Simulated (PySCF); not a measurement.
# FH7SSi3: electronic excitations

Wanted: the electronic excitations of FH7SSi3 (`F[Si@@H]([SiH3])S[SiH3]`), by calculation.

The runs use PySCF 2.14.0, with density-fitted response routines of our own; the level of theory stands in each step. All values are computed, except where a source is named. Atoms are numbered from 0 throughout.

## Step 1: The starting structure

12 atoms, charge 0, multiplicity 1; geometry from: GFN2-xTB.

Bonds of the start (Å): F0–Si1 1.62, Si1–Si2 2.30, Si1–S3 2.16, S3–Si4 2.15, Si1–H5 1.46, Si2–H6 1.47, Si2–H7 1.46, Si2–H8 1.47, Si4–H9 1.45, Si4–H10 1.46, Si4–H11 1.45.

## Step 2: TDDFT and polarisability: CAM-B3LYP/def2-SVPD

The job: settings as JSON, then the geometry in Å.

```
{"job": {"kind": "uv", "xc": "CAM-B3LYP", "basis": "def2-SVPD", "nstates": 8, "ntriplets": 3}, "charge": 0, "multiplicity": 1}
F      0.255650     0.678351     1.889149
Si     0.520894     0.563252     0.293068
Si     2.663975    -0.192310    -0.081217
S     -0.907388    -0.868953    -0.458583
Si    -2.751089    -0.329585     0.495832
H      0.058448     1.878801    -0.131757
H      3.128445    -1.116600     0.957347
H      2.787947    -0.859133    -1.376156
H      3.569457     0.961314    -0.073549
H     -3.675217    -1.306574    -0.051305
H     -3.073125     1.038056     0.105175
H     -2.576801    -0.447305     1.935407
```

With the program's defaults for keys left out, this is: TDDFT CAM-B3LYP/def2-SVPD, vertical, gas phase, core orbitals frozen in the response.

The run is started by

```sh
OMP_NUM_THREADS=1 python probes_run.py task.json out
```

This one command runs all jobs of the session in turn.

Output:

```text
coarse grid: 11928 points
cycle   1  E = -1370.1187659231  dE =  6.595e-02  |g| = 5.669e-01  |ddm| = 3.906e+00
cycle   2  E = -1370.0999564971  dE =  1.881e-02  |g| = 7.351e-01  |ddm| = 1.391e+00
cycle   3  E = -1370.1909008983  dE = -9.094e-02  |g| = 6.455e-02  |ddm| = 6.209e-01
cycle   4  E = -1370.1918545080  dE = -9.536e-04  |g| = 2.479e-02  |ddm| = 1.440e-01
cycle   5  E = -1370.1920424687  dE = -1.880e-04  |g| = 4.371e-03  |ddm| = 5.240e-02
cycle   6  E = -1370.1920493802  dE = -6.911e-06  |g| = 7.633e-04  |ddm| = 1.099e-02
final grid: 96736 points
cycle   7  E = -1370.3472099558  dE = -5.337e-06  |g| = 8.878e-04  |ddm| = 2.481e-02
cycle   8  E = -1370.3472100546  dE = -9.884e-08  |g| = 8.578e-04  |ddm| = 3.570e-03
cycle   9  E = -1370.3472101921  dE = -1.375e-07  |g| = 1.565e-04  |ddm| = 8.561e-04
cycle  10  E = -1370.3472101968  dE = -4.708e-09  |g| = 5.390e-05  |ddm| = 2.731e-04
cycle  11  E = -1370.3472101978  dE = -9.727e-10  |g| = 1.107e-05  |ddm| = 1.274e-04
converged SCF energy = -1370.3472101978

Static polarisability (au): isotropic 104.265, principal 84.366 92.456 135.972

Singlet excitations
state   eV       nm        f      main configurations
  1   5.6841    218.1   0.01210   H->L 0.90
  2   6.0224    205.9   0.01666   H->L+1 0.91
  3   6.5536    189.2   0.00273   H->L+3 0.55, H->L+2 0.26
  4   6.7866    182.7   0.04639   H-2->L 0.63, H-1->L 0.25
  5   6.8485    181.0   0.01595   H-1->L 0.67, H-2->L 0.20
  6   7.1158    174.2   0.04785   H->L+5 0.45, H->L+4 0.37
  7   7.2478    171.1   0.04024   H->L+2 0.30, H-2->L+1 0.17, H->L+3 0.16
  8   7.3126    169.5   0.04732   H-1->L+1 0.86

Triplet excitations (Tamm-Dancoff, eV): 5.3063 5.6567 6.0728
```

Wall time 40 s (1 thread of Intel Xeon at 2.70GHz, shared host); peak memory 0.76 GiB.

Frontier orbitals and where they lie:

| orbital | eV | atoms |
| --- | --- | --- |
| HOMO−3 | -11.30 | S3 20 %, Si2 16 %, Si1 12 % |
| HOMO−2 | -10.16 | Si2 26 %, Si1 23 %, S3 17 % |
| HOMO−1 | -9.98 | S3 61 %, Si1 11 %, Si4 10 % |
| HOMO | -8.76 | S3 70 %, Si4 10 %, Si1 9 % |
| LUMO | 0.04 | Si1 31 %, Si2 24 %, S3 12 % |
| LUMO+1 | 0.43 | Si1 20 %, Si2 18 %, Si4 16 % |
| LUMO+2 | 0.97 | Si2 34 %, Si1 14 %, S3 11 % |

With each of the 8 states as a Gaussian band of 0.4 eV half-width at 1/e, the curve within the window shown has maxima at 209 nm (ε 1,000), 174 nm (ε 6,300) L/(mol cm). Beyond the last state computed it falls off for lack of states. The curve at chosen wavelengths:

nm, ε (L/mol/cm) and a bar:
```
      163       2259 ###########
      166       3824 ##################
      169       5270 #########################
      173       6253 ##############################
      176       6149 #############################
      179       5528 ##########################
      182       4629 ######################
      185       3642 #################
      189       2429 ###########
      192       1733 ########
      195       1276 ######
      198       1040 #####
      201        965 ####
      205        983 ####
      208       1006 #####
      211        999 #####
      214        952 ####
      217        866 ####
      221        713 ###
      224        585 ###
      227        460 ##
      230        346 #
      233        250 #
      237        152 
      240        100 
      243         64
```

Further results of this job:

| property | computed |
| --- | --- |
| dipole moment (D) | 0.82 |
| polarisability (Å³) | 15.45 |
| HOMO–LUMO gap (eV) | 8.80 |
| −ε(HOMO) (eV) | 8.76 |

## Step 3: Results

```
                                quantity                        value
    lowest singlet (CAM-B3LYP/def2-SVPD)  5.68 eV (218 nm), f = 0.012
brightest single state of those computed  state 6, 7.12 eV, f = 0.048
                          lowest triplet                      5.31 eV
```

What this shows: The lowest singlet, at 5.68 eV, is HOMO→LUMO 0.90 and is weak; of the 8 states computed, the strongest absorption comes from state 6 at 7.12 eV (the last state computed is bright too, and its partners may lie past the list). The lowest triplet lies 0.38 eV below the lowest singlet (triplets in Tamm-Dancoff, singlets in full TDDFT).
